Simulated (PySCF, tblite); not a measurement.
# C8H13ClO: geometry, infrared bands and NMR shifts

What infrared bands and NMR shifts should C8H13ClO (`C[C@@H]1[C@@H](C(=O)Cl)CC[C@@H]1C`) show?

Programs: tblite 0.8.0 and PySCF 2.14.0, with density-fitted response routines of our own. Each step states its level of theory. These are calculated values for one molecule in the gas phase, unless marked as measured. Atoms are numbered from 0 throughout.

## 1. The molecule as given

23 atoms, charge 0, multiplicity 1; geometry from: force field or distance geometry start.

Bonds of the start (Å): C0–C1 1.53, C1–C2 1.54, C2–C3 1.54, C3–O4 1.21, C3–Cl5 1.75, C2–C6 1.53, C6–C7 1.53, C7–C8 1.52, C8–C9 1.53, C8–C1 1.55, C0–H10 1.09, C0–H11 1.11, C0–H12 1.09, C1–H13 1.09, C2–H14 1.09, C6–H15 1.11, C6–H16 1.09, C7–H17 1.10, C7–H18 1.09, C8–H19 1.10, C9–H20 1.09, C9–H21 1.10, C9–H22 1.10.

## 2. Optimising the geometry with GFN2-xTB

Job settings and geometry (Å):

```
{"job": {"kind": "relax", "xc": "GFN2-xTB", "basis": "xTB"}, "charge": 0, "multiplicity": 1}
C     -0.276000     1.488000     1.469500
C     -0.201800     0.837300     0.089200
C     -1.128500    -0.386200    -0.044300
C     -2.467700     0.049800    -0.671300
O     -2.578600     0.316500    -1.847100
Cl    -3.755500     0.116500     0.508400
C     -0.397000    -1.378000    -0.958400
C      0.865200    -0.653800    -1.423600
C      1.201300     0.304000    -0.289900
C      1.954900    -0.392400     0.839600
H     -0.109000     0.774400     2.278500
H     -1.282100     1.920200     1.627900
H      0.443700     2.300400     1.568400
H     -0.472500     1.596700    -0.643000
H     -1.320900    -0.860800     0.920700
H     -0.114700    -2.260100    -0.353200
H     -0.991500    -1.740600    -1.795800
H      0.632200    -0.097900    -2.340200
H      1.671000    -1.350900    -1.653800
H      1.825600     1.128100    -0.661000
H      1.364500    -1.174300     1.313900
H      2.248100     0.327700     1.612100
H      2.884800    -0.837700     0.463500
```

Launch:

```sh
> OMP_NUM_THREADS=1 python probes_run.py task.json out
```

The driver reads the jobs from task.json and runs them one after another.

**Question.** This job is followed by: GFN2-xTB harmonic vibrations, gas phase; GIAO PBE0/pcSseg-1 NMR shielding, non-relativistic, gas phase. Predict these results of the whole session: strongest single infrared mode (GFN2-xTB); zero-point energy (GFN2-xTB); ¹³C shifts against TMS (PBE0/pcSseg-1); ¹H shifts against TMS (PBE0/pcSseg-1, means over atoms taken as alike); ¹⁷O shifts against H2O (PBE0/pcSseg-1); ³⁵Cl shifts against HCl (PBE0/pcSseg-1); surface potential, 1st and 99th percentile.

As calculated:

```
                                                              quantity                                                     value
                             strongest single infrared mode (GFN2-xTB)                                     1830 cm⁻¹, 379 km/mol
                                          zero-point energy (GFN2-xTB)                                            122.4 kcal/mol
                                ¹³C shifts against TMS (PBE0/pcSseg-1)       189.9, 62.9, 49.9, 44.6, 37.1, 31.0, 18.6, 16.0 ppm
¹H shifts against TMS (PBE0/pcSseg-1, means over atoms taken as alike)  2.71, 2.35, 2.11, 1.99, 1.97, 1.91, 1.39, 1.38, 0.83 ppm
                                ¹⁷O shifts against H2O (PBE0/pcSseg-1)                                                 563.5 ppm
                               ³⁵Cl shifts against HCl (PBE0/pcSseg-1)                                                   487 ppm
                                 surface potential, 1st and 99th percentile                                        -1.32 V and 0.95 V
```

What this shows: Relaxing lowered the energy by 0.165 eV in 71 steps; the close pair that moved most is C2–C3, from 1.542 to 1.490 Å. All 63 modes are real, so the xTB geometry is a minimum. The strongest single mode, at 1830 cm⁻¹, moves mainly C3 and O4. GFN2-xTB is a fitted tight-binding method: band positions and strengths are rough. Its intensities can rank the bands wrongly. The most deshielded hydrogen is H14 (hydrogen on an sp3 CH α to a carbonyl), at 2.71 ppm: α to C=O. At PBE0/pcSseg-1, counted by nearest atom on the grid, the HOMO lies on O4 53 %; Cl5 24 %, the LUMO on C3 47 %; O4 29 %.
